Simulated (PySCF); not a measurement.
**Ways to converge the SCF of AuI**

The same problem is solved with other solver options, one edit a run.

Method: method and basis as typed in the scripts; program: PySCF 2.14.0.

8 further runs of the same task are left out: 3 for a known fault of the program, 5 that didn't finish.

## Step 1: Starting geometry

AuI: 2 atoms, charge 0, spin multiplicity 1.

Bond lengths: Au1–I2 2.915 Å.

## Step 2: The run that the others are compared with

The input, input.py:

```python
from pyscf import gto, dft

mol = gto.M(
    atom='Au 0 0 0; I 0 0 2.915',
    basis='lanl2dz',
    ecp={'Au': 'lanl2dz', 'I': 'lanl2dz'},
    charge=0,
    spin=0,
    verbose=4,
)
mf = dft.UKS(mol, xc='hcth407')
mf.kernel()
mf.dip_moment()
print('orbital energies (hartree):', [e[max(0, n-3):n+3].round(4) for e, n in zip(mf.mo_energy, mol.nelec)])
```

On the command line:

```bash
python input.py
```

The log of this run is left out.

In short: E(SCF) = -147.355028 Eh, 11 cycles, μ = 2.92 D.

The bond length is a typed value, not an optimised one.

## Step 3: Smearing width 0.005 hartree

Run 1 changes smearing width: none → 0.005 hartree.

The input, input.py:

```python
from pyscf import gto, dft, scf

mol = gto.M(
    atom='Au 0 0 0; I 0 0 2.915',
    basis='lanl2dz',
    ecp={'Au': 'lanl2dz', 'I': 'lanl2dz'},
    charge=0,
    spin=0,
    verbose=4,
)
mf = dft.UKS(mol, xc='hcth407')
mf = scf.addons.smearing_(mf, sigma=0.005, method='fermi')
mf.kernel()
mf.dip_moment()
print('orbital energies (hartree):', [e[max(0, n-3):n+3].round(4) for e, n in zip(mf.mo_energy, mol.nelec)])
```

On the command line:

```bash
python input.py
```

## Step 4: Level shift 0.1 hartree

Run 2 changes level shift: none → 0.1 hartree.

Edit input.py of step 2 so:

```diff
@@ -11,2 +11,3 @@
 mf = dft.UKS(mol, xc='hcth407')
+mf.level_shift = 0.1
 mf.kernel()
```

## Step 5: Second-order solver on

Run 3 changes second-order solver: off → on.

Edit input.py of step 2 so:

```diff
@@ -11,2 +11,3 @@
 mf = dft.UKS(mol, xc='hcth407')
+mf = mf.newton()
 mf.kernel()
```

What does the calculation give? Wanted: for each run, E(SCF); from base; gap; SCF dipole.

**Answer**, as computed:

| run | E(SCF) (hartree) | from base (eV) | cycles | gap (eV) | SCF dipole (D) |
| --- | --- | --- | --- | --- | --- |
| base | -147.355028 | 0 | 11 | 0.93 | 2.92 |
| smearing width 0.005 hartree | -147.352839 | +0.0596 | 16 | n/a | 2.66 |
| level shift 0.1 hartree | -147.355028 | 0.0000 | 12 | 0.93 | 2.91 |
| second-order solver on | -146.866461 | +13.2946 | 5 macro | -11.92 | 4.38 |

Distance from each run's final energy (log10 hartree) by cycle:

| run | cycle 1 | cycle 2 | cycle 3 | cycle 5 | cycle 8 | cycle 12 |
| --- | --- | --- | --- | --- | --- | --- |
| base | 1.1 | 1.0 | -0.1 | -1.8 | -5.0 | done |
| smearing width 0.005 hartree | 1.1 | 1.0 | -0.1 | -1.5 | -3.6 | -6.4 |
| level shift 0.1 hartree | 1.1 | 1.0 | -0.1 | -2.3 | -6.3 | < -11 |
| second-order solver on | 0.5 | -0.4 | -2.1 | < -11 | done | done |

With level shift 0.1 hartree the SCF ends at the base energy. The largest comparable shift of the SCF energy, +13.295 eV, comes with the run “second-order solver on”. With second-order solver on the SCF ends in another solution, 13.29 eV higher: the path to self-consistency decides the state here. The dearest run is “second-order solver on”, at 13 s against 3.8 s.
